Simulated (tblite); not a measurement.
# C5H9NO2Si: the cost of one run

The runs use tblite 0.8.0 and PySCF 2.14.0, with density-fitted response routines of our own; the level of theory stands in each step. All values are computed, except where a source is named. Atoms count from 0, in the outputs and in this text.

**1. The starting structure**

18 atoms, charge 0, multiplicity 1; geometry from: force field or distance geometry start.

Bonds of the start (Å): C0–C1 1.52, C1–C2 1.50, C2–N3 1.36, N3–O4 1.29, O4–C5 1.32, C5–C6 1.38, C6–O7 1.41, O7–Si8 1.73, C6–C2 1.34, C0–H9 1.14, C0–H10 1.10, C0–H11 1.11, C1–H12 1.11, C1–H13 1.09, C5–H14 1.08, Si8–H15 1.48, Si8–H16 1.47, Si8–H17 1.49.

**2. Relaxing the molecule with GFN2-xTB**

What the job is given:

```
{"job": {"kind": "relax", "xc": "GFN2-xTB", "basis": "xTB"}, "charge": 0, "multiplicity": 1}
C     -2.382800    -0.739400     0.409100
C     -1.906700    -0.359300    -0.979700
C     -0.763200     0.600100    -0.843900
N     -0.903500     1.941500    -1.029100
O      0.231600     2.524300    -0.835300
C      1.156100     1.624600    -0.550200
C      0.531000     0.396200    -0.550700
O      1.117500    -0.860600    -0.283200
Si     2.812800    -0.880700     0.083300
H     -3.498800    -0.492100     0.474600
H     -1.828300    -0.132800     1.146200
H     -2.273400    -1.829100     0.573800
H     -1.585600    -1.259000    -1.537200
H     -2.702300     0.144800    -1.534500
H      2.183300     1.890900    -0.354300
H      3.144700    -1.967100     1.030600
H      3.514600    -1.024900    -1.201700
H      3.144100     0.429100     0.705900
```

Launch:

```console
$ OMP_NUM_THREADS=1 python probes_run.py task.json out
```

This one command runs all jobs of the session in turn.

**Question.** How long does this first job take on 1 thread of Arm Neoverse N1, shared host, and how much memory does it need?

About 2.2 s, with a peak of 0.18 GiB.
